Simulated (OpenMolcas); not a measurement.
# Ta²⁺ among point charges: CASSCF and CASPT2 levels and susceptibility

Aim: the splitting of the states of Ta²⁺ in the field of 6 point charges, its lowest levels with spin-orbit coupling and its magnetic susceptibility.

Program: OpenMolcas 26.06. Level of theory: state-averaged CASSCF and CASPT2, spin-orbit coupling by RASSI with atomic mean-field integrals. These are calculated values, not measurements, unless marked.

## 1. The atom as given

- Species: Ta²⁺ (tantalum, Z = 73, 71 electrons)
- Basis: ANO-RCC-VDZP [7s6p4d2f1g], 68 functions
- Scalar Hamiltonian: DKH2, point nucleus
- Inactive shells: 1s 2s 2p 3s 3p 3d 4s 4p 4d 4f 5s 5p
- Active space: 3 electrons in 5 orbitals (5d)
- Some configurations of this space: 5d3
- Orbitals: optimised for each spin and parity, averaged over all roots

Outer shells as boxes (Hund's rule):

5d3
```
5d [↑ ][↑ ][↑ ][  ][  ]
```

The ion sits among 6 point charges of -1 e arranged as a trigonal prism (D3h), 2.05 Å from the ion, with a polar angle of 54.5° against the regular 49.1°.

Each step is its own input file, run in one work folder so that later steps find the files of earlier ones. Labels, J, g values, rates, χT and fits are worked out afterwards by a script from the matrices that RASSI stores.

## 2. GATEWAY and SEWARD: basis and integrals

Input file a.inp:

```
&GATEWAY
Coord
1

Ta 0.0 0.0 0.0
Basis=ANO-RCC-VDZP
Group=NoSym
NoMove
AngMom=0.0 0.0 0.0
AMFI
XField
6 Angstrom 0
1.668958 0.000000 1.190412 -1.000000
-0.834479 1.445360 1.190412 -1.000000
-0.834479 -1.445360 1.190412 -1.000000
1.668958 0.000000 -1.190412 -1.000000
-0.834479 1.445360 -1.190412 -1.000000
-0.834479 -1.445360 -1.190412 -1.000000
&SEWARD
```

Run with:

```bash
OMP_NUM_THREADS=1 MOLCAS_MEM=1689 MOLCAS_PROJECT=a pymolcas a.inp > a.log
```

## 3. Reference wave functions, quartets, 10 roots

Input file a.inp:

```
&RASSCF
FileOrb=start.orb
Symmetry=1
Spin=4
nActEl=3 0 0
Inactive=34
Ras2=5
CIRoot=10 10 1
SDav=10
CIMx=300
Iter=120 100
PrWF=0.3
OrbListing=Nothing
MaxOrb=0
>>> COPY $Project.JobIph JOB001
```

start.orb holds the contracted functions of the basis, ordered by shell, or the orbitals of the step before.

## 4. Reference wave functions, doublets, 40 roots

Input file a.inp:

```
&RASSCF
FileOrb=start.orb
Symmetry=1
Spin=2
nActEl=3 0 0
Inactive=34
Ras2=5
CIRoot=40 40 1
SDav=40
CIMx=300
Iter=120 100
PrWF=0.3
OrbListing=Nothing
MaxOrb=0
>>> COPY $Project.JobIph JOB002
```

## 5. State interaction with spin-orbit coupling

Input file a.inp:

```
&RASSI
NrOfJobIphs=2 10 40
1 2 3 4 5 6 7 8 9 10
1 2 3 4 5 6 7 8 9 10 11 12 13 14 15 16 17 18 19 20 21 22 23 24 25 26 27
28 29 30 31 32 33 34 35 36 37 38 39 40
IphNames
JOB001
JOB002
EJob
SpinOrbit
DIPRint=1.0
SOCoupling=1000.0
Subsets=2
Property=9
'ANGMOM' 1 'ANGMOM' 2 'ANGMOM' 3 'MLTPL  1' 1 'MLTPL  1' 2 'MLTPL  1' 3
'AMFI' 1 'AMFI' 2 'AMFI' 3
SOProperty=3
'ANGMOM' 1 'ANGMOM' 2 'ANGMOM' 3
```

## 6. CASPT2: IPEA 0.25, imaginary shift 0.1 (closed shells correlated: 4f 5s 5p)

Input file a.inp:

```
>>> COPY JOB001 $Project.JobIph
&CASPT2
Multistate=10 1 2 3 4 5 6 7 8 9 10
NoMult
Frozen=23
IPEA=0.25
Imaginary=0.1
MaxIter=60
WThr=0.0 0.3 0.05
PrWF=0.5
NoMix
>>> COPY JOB002 $Project.JobIph
&CASPT2
Multistate=40 1 2 3 4 5 6 7 8 9 10 11 12 13 14 15 16 17 18 19 20 21 22
23 24 25 26 27 28 29 30 31 32 33 34 35 36 37 38 39 40
NoMult
Frozen=23
IPEA=0.25
Imaginary=0.1
MaxIter=60
WThr=0.0 0.3 0.05
PrWF=0.5
NoMix
```

(Steps that only read results are left out.)

**Question.** What will these runs give? Wanted: spin-free ground state; first state of the same spin within the active space; lowest level; next level.

As calculated:

| quantity | value |
| --- | --- |
| method | SS-CASPT2, IPEA 0.25, imaginary shift 0.1 (closed shells correlated: 4f 5s 5p) |
| spin-free ground state | 4A2, 1-fold in its orbital part |
| first state of the same spin within the active space | 4E at 7510 cm⁻¹ |
| lowest level | 2-fold, g = 1.95, 2.24, 2.24 |
| next level | 908.2 cm⁻¹ |
| χT at 300 K | 0.60 cm³ K/mol |
| effective moment at 300 K | 2.18 μB |

Cost by method:

```csv
method,time of its own steps,time with the reference
A. CASSCF,16 s,16 s
"B. SS-CASPT2, IPEA 0.25, imaginary shift 0.1, +4f 5s 5p",17 s,34 s
```

Times are of one thread on a shared host.

What this shows: The spin-free ground state (4A2) comes to 90 % from free-ion F terms and keeps the highest spin of the shell. χT at 300 K is 0.60, against 1.88 cm³ K/mol for the spin alone, so spin-orbit coupling lowers it. CASPT2 does not keep the components of a term degenerate, and the means are used. The field of point charges can differ much from that of real complexes. This is an electrostatic model: the charges have no orbitals.
